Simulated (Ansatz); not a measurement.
# UBHLYP/def2-SVPD run of GeH2ClO (SMILES [O][GeH2][Cl])

What is the vertical ionisation energy of GeH2ClO at UBHLYP/def2-SVPD? 

Program for the calculation: Ansatz 0.2.0.

74 further runs of the same task are left out: 1 that didn't finish, 73 set aside as unsound or not needed.

## 1. Starting point

GeH2ClO has 5 atoms, charge 0, and is taken as a doublet. SMILES: `[O][GeH2][Cl]`. Geometry: relaxed at PBE0-D4/def2-TZVP.

Bond lengths: O1–Ge2 1.781 Å, Ge2–Cl3 2.144 Å, Ge2–H4 1.531 Å, Ge2–H5 1.531 Å. Angles: O1–Ge2–Cl3 110.8°, O1–Ge2–H4 106.5°, O1–Ge2–H5 106.5°, Cl3–Ge2–H4 108.2°, Cl3–Ge2–H5 108.2°, H4–Ge2–H5 116.7°.

## 2. A single-point energy at UBHLYP/def2-SVPD

Input file input.yaml:

```yaml
crystal:
  periodic: [false, false, false]
  atoms:
    - symbol: O
      position_ang: [-0.272400, -0.591800, 1.625500]
    - symbol: Ge
      position_ang: [0.123700, -0.081200, -0.034500]
    - symbol: Cl
      position_ang: [-1.347100, 1.290100, -0.778900]
    - symbol: H
      position_ang: [0.081000, -1.343800, -0.899000]
    - symbol: H
      position_ang: [1.464600, 0.653000, 0.045400]
basis:
  gaussian:
    orbitals: def2-SVPD
magnetization:
  spin_polarized: true
  initial_magnetization: 1
hamiltonian:
  xc: {name: BHLYP}
accuracy: high
output: {orbitals: {seedname: orbitals}}
```

The run is started by

```
$ ansatz run input.yaml --threads 1 --pin off --max-ram 3480MiB --events-out events.jsonl --progress --plain --runs-dir runs
```

Output:

```text
Warning: RAYON_NUM_THREADS=1 ignored (pool sized by the plan → 1); use --threads N
Functional definition: BHLYP
  name "BHLYP"
  parameter a = 0.5
  exchange = (1 - a)*b88_x + a*exact_x
  correlation = lyp_c
1996 factors; integrals over basis functions are off by at most 4.4e-9 eV
mean field evaluation 1: about -71094.0811 eV, gradient 4.5e1 eV
mean field evaluation 2: about -70976.5515 eV, gradient 1.3e2 eV
mean field evaluation 4: about -71104.8726 eV, gradient 1.1e1 eV
mean field evaluation 8: about -71105.9454 eV, gradient 2.4e-1 eV
mean field evaluation 16: about -71105.9670 eV, gradient 1.0e-3 eV
mean field evaluation 32: about -71105.9670 eV, gradient 1.3e-5 eV
mean field -71105.96704448 eV, -2613.0960915292 hartree, gradient 9.3e-8 eV, S^2 0.754981; 2 other end points of the search recorded, 0 dependent functions left out
reference -71105.96706907 eV, -2613.0960924328 hartree; 30, 29 occupied and 74, 75 virtual orbitals, 1996 factors
Total energy: -71105.96706907 eV, -2613.0960924328 hartree
```

Wall time 41 s (1 thread of Intel Xeon Platinum 8259CL at 2.50GHz (Skylake/Cascade Lake), shared host); peak memory 0.57 GiB.

## 3. The singlet cation

Input file in.yaml:

```yaml
crystal:
  periodic: [false, false, false]
  atoms:
    - {symbol: O, position_ang: [-0.272400, -0.591800, 1.625500]}
    - {symbol: Ge, position_ang: [0.123700, -0.081200, -0.034500]}
    - {symbol: Cl, position_ang: [-1.347100, 1.290100, -0.778900]}
    - {symbol: H, position_ang: [0.081000, -1.343800, -0.899000]}
    - {symbol: H, position_ang: [1.464600, 0.653000, 0.045400]}
basis:
  gaussian: {orbitals: def2-SVPD}
total_charge: 1
magnetization: {spin_polarized: false, initial_magnetization: 0}
hamiltonian: {xc: {name: BHLYP}}
accuracy: high
output: {orbitals: {seedname: orbitals}}
```

The run is started by

```
$ ansatz run in.yaml --threads 1 --pin off --max-ram 3480MiB --events-out events.jsonl --progress --plain --runs-dir runs
```

Output:

```text
Warning: RAYON_NUM_THREADS=1 ignored (pool sized by the plan → 1); use --threads N
Functional definition: BHLYP
  name "BHLYP"
  parameter a = 0.5
  exchange = (1 - a)*b88_x + a*exact_x
  correlation = lyp_c
1996 factors; integrals over basis functions are off by at most 4.5e-9 eV
mean field evaluation 1: about -71069.5677 eV, gradient 9.1e1 eV
mean field evaluation 2: about -70896.3634 eV, gradient 1.9e2 eV
mean field evaluation 4: about -71083.6629 eV, gradient 5.7e1 eV
mean field evaluation 8: about -71092.3649 eV, gradient 7.3e-1 eV
mean field evaluation 16: about -71092.4897 eV, gradient 1.1e-2 eV
mean field evaluation 32: about -71092.4897 eV, gradient 3.7e-5 eV
mean field -71092.48967919 eV, -2612.6008074901 hartree, gradient 4.2e-8 eV, S^2 0.000000; 4 other end points of the search recorded, 0 dependent functions left out
reference -71092.48970429 eV, -2612.6008084122 hartree; 29, 29 occupied and 75, 75 virtual orbitals, 1996 factors
Total energy: -71092.48970429 eV, -2612.6008084122 hartree
```

Wall time 26 s (1 thread of Intel Xeon Platinum 8259CL at 2.50GHz (Skylake/Cascade Lake), shared host); peak memory 0.4 GiB.

## 4. Summary of results

At UBHLYP/def2-SVPD:

```
                                           quantity           value
                      doublet GeH2ClO: total energy  -2613.09609 Eh
doublet GeH2ClO: HOMO energy (highest over α and β)       -10.50 eV
 doublet GeH2ClO: LUMO energy (lowest over α and β)        -3.03 eV
                              doublet GeH2ClO: ⟨S²⟩           0.755
                       singlet cation: total energy  -2612.60081 Eh
                        singlet cation: HOMO energy       -16.47 eV
                        singlet cation: LUMO energy       -13.53 eV
                      singlet cation: HOMO–LUMO gap         2.95 eV
 vertical ionisation energy (to the singlet cation)       13.477 eV
```

**Reading.** Removing an electron at fixed nuclei costs 13.48 eV (311 kcal/mol). Only the singlet of the ionised species was computed; a triplet could lie lower.
